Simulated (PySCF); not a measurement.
# A diatomic session: SrBi

One table from this session's results is given with a row withheld; the runs are named, their logs left out.

Computed with PySCF 2.14.0. Level: Sr def2-SVP with ECP28, Bi def2-SVP with ECP60, scalar-relativistic core potentials.

The first run:

A driver script around PySCF takes these settings:

* atoms: Sr, Bi
* charge: 0
* basis: Sr def2-SVP with ECP28, Bi def2-SVP with ECP60
* Hamiltonian: scalar-relativistic core potentials
* basis functions: 49
* electrons treated: 33
* masses in u: 87.9056, 208.9804
* levels: PBE0, PBE, r²SCAN, BLYP, BP86, M06, LC-ωPBE, HF, MP2, SCS-MP2, CCSD, CCSD(T)
* grid: 80 radial by 434 angular points
* occupations: held fixed by the projection of orbital angular momentum
* dissociation limit: Sr + Bi, each in its ground configuration
* starting distance in angstrom: 3.170
* values of 2S to try: 1, 3

Launch:

```
> OMP_NUM_THREADS=1 python dia.py task.json out
```

Among the steps run: Set-up; First curve: PBE0; Higher solutions at PBE0; PBE; r²SCAN (meta-GGA); BLYP; BP86; M06 (hybrid meta-GGA); LC-ωPBE (range-separated hybrid); UHF (mean field); Adding correlation.

One of the session's tables, all rows but one given; the rest of the session is left out.

Energy (eV) from each level's lowest point:

```
R (Å)    UHF  UHF-MP2  UHF-SCS-MP2  UHF-CCSD  UHF-CCSD(T)
2.884  0.728    0.601        0.643       n/a          n/a
3.019  0.363    0.281        0.311     0.309        0.308
3.153  0.147    0.101        0.120     0.121        0.121
3.253      ?        ?            ?         ?            ?
3.354  0.012    0.001        0.007     0.008        0.008
3.455  0.000    0.000        0.000     0.000        0.000
3.589  0.019    0.030        0.022     0.018        0.019
3.756  0.071    0.095        0.079     0.065        0.068
3.958  0.139    0.186        0.162     0.131        0.140
4.226  0.205    0.285        0.251       n/a          n/a
```

Q: Estimate the row for R (Å) = 3.253 from the others.

Worked estimate for «UHF». A straight line through the neighbours (3.153, 0.147) and (3.354, 0.012) gives 0.147 + (0.012 − 0.147) × (3.253 − 3.153) / (3.354 − 3.153) = 0.080; a parabola fitted to 4 rows on both sides gives 0.055.

The run gave: UHF: 0.057; UHF-MP2: 0.030; UHF-SCS-MP2: 0.043; UHF-CCSD: 0.045; UHF-CCSD(T): 0.045. In «UHF» the line misses by +0.023 and the parabola by -0.002.

To keep in mind: At some levels the lowest empty orbital lies below the highest filled one (the two can be of opposite spin).
